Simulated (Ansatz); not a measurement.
# ZrN (quartet): from Hartree-Fock to the top rungs, def2-QZVPP

One table from this session's results is given with a row withheld; the runs are named, their logs left out.

Computed with Ansatz 0.2.0, Gaussian basis. Level: def2-QZVPP, core rule «outside noble gas», up to 5 orbitals frozen.

The runs, in order: UHF; ROHF; CCSD(T) on UHF.

**What is computed**

The geometry is a PBE0/def2-TZVP stationary point (not a proven minimum). No spin-orbit coupling is included. Elements past krypton take def2 core potentials.

2 atoms, charge 0, spin multiplicity 4.

Atoms are counted from 1 here; the program's logs count them from 0.

Bond lengths: Zr1–N2 1.771 Å.

Set-up of the first run:

in.yaml

```yaml
crystal:
  periodic: [false, false, false]
  atoms:
    - {symbol: Zr, position_ang: [0.000000, 0.000000, 0.000000]}
    - {symbol: N, position_ang: [0.000000, 0.000000, 1.771293]}
basis:
  gaussian: {orbitals: "def2-QZVPP.json"}
magnetization: {spin_polarized: true, initial_magnetization: 3}
hamiltonian: {xc: hf}
output: {orbitals: {seedname: orbitals}}
```

The run is started by

```
$ ansatz run in.yaml --threads 1 --pin off --events-out ev --progress --plain --max-ram 4096MiB --backend cpu
```

Steps of the session up to this table: UHF; ROHF; CCSD(T) on UHF.

One table of the session follows, with a row left open; its other results are not shown here.

```
  method  from UCCSD(T) (meV)
    ROHF              +7996.9
     UHF                    ?
    UMP2               +530.6
   UCCSD               +512.5
UCCSD(T)                    0
```

Q: Estimate the row for UHF from the others.

**Answer.** from UCCSD(T) (meV): +7760.2. In the column «from UCCSD(T) (meV)» it lies between UMP2 (+530.6) and ROHF (+7996.9).
